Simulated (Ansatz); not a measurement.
# SnN₂H₅+ (SMILES [NH2][SnH+][NH2]): one structure at several levels

An exercise on one series of results from a longer session: the logs are not shown, and one member is left open.

Method: single points in def2-TZVPP; program: Ansatz 0.2.0, Gaussian basis.

Cores are frozen in the correlated methods. Filled d shells of the heavier atoms are correlated. Core potentials replace the inner electrons past krypton, and spin-orbit coupling is left out.

### The system as given

8 atoms, charge 1, spin multiplicity 1.

Atoms are counted from 1 here; the program's logs count them from 0.

Bond lengths: N1–Sn2 1.937 Å, N1–H4 1.076 Å, N1–H5 1.073 Å, Sn2–N3 2.017 Å, Sn2–H6 1.626 Å, N3–H7 0.987 Å, N3–H8 0.929 Å. Angles: Sn2–N1–H4 122.0°, Sn2–N1–H5 121.4°, H4–N1–H5 104.8°, N1–Sn2–N3 107.4°, N1–Sn2–H6 128.4°, N3–Sn2–H6 124.0°, Sn2–N3–H7 118.7°, Sn2–N3–H8 118.7°, H7–N3–H8 110.2°.

As a file:

```xyz
8

N    -0.9239    0.6428   -1.1441
Sn    0.1009    0.5923    0.4984
N     0.7833   -1.2919    0.7250
H    -1.4020   -0.2339   -1.5455
H    -1.6025    1.4461   -1.3553
H     0.4705    1.8208    1.4975
H     1.4947   -1.4624    1.3875
H     0.9196   -1.8109   -0.0330
```

Set-up of the first run:

run/in.yaml reads:

```yaml
crystal:
  periodic: [false, false, false]
  atoms:
    - {symbol: N, position_ang: [-0.923900, 0.642800, -1.144100]}
    - {symbol: Sn, position_ang: [0.100900, 0.592300, 0.498400]}
    - {symbol: N, position_ang: [0.783300, -1.291900, 0.725000]}
    - {symbol: H, position_ang: [-1.402000, -0.233900, -1.545500]}
    - {symbol: H, position_ang: [-1.602500, 1.446100, -1.355300]}
    - {symbol: H, position_ang: [0.470500, 1.820800, 1.497500]}
    - {symbol: H, position_ang: [1.494700, -1.462400, 1.387500]}
    - {symbol: H, position_ang: [0.919600, -1.810900, -0.033000]}
basis:
  gaussian: {orbitals: def2-TZVPP}
total_charge: 1
correlation: {method: ccsd_t}
output: {forces: true}
```

No record of the launch command was kept for these runs.

Steps of the session up to this table: CCSD(T)/def2-TZVPP; PBE0-D4/def2-TZVPP; wB97M-V/def2-TZVPP; r2SCAN-D4/def2-TZVPP; PBE-D4/def2-TZVPP; BHLYP-D4/def2-TZVPP; BLYP-D4/def2-TZVPP.

One of the session's tables, all rows but one given; the rest of the session is left out.

```
   method  RMS force component (eV/Å)  angle to CCSD(T) forces (°)
  CCSD(T)                       1.864                    reference
  PBE0-D4                       1.874                          1.6
  wB97M-V                       1.867                          1.7
r2SCAN-D4                       1.840                          1.4
   PBE-D4                       1.850                          5.5
 BHLYP-D4                           ?                            ?
  BLYP-D4                       1.813                          7.8
```

Q: Estimate the row for BHLYP-D4 from the others.

**Answer.** RMS force component (eV/Å): 1.870; angle to CCSD(T) forces (°): 6.7. In the column «RMS force component (eV/Å)» it lies between wB97M-V (1.867) and PBE0-D4 (1.874).
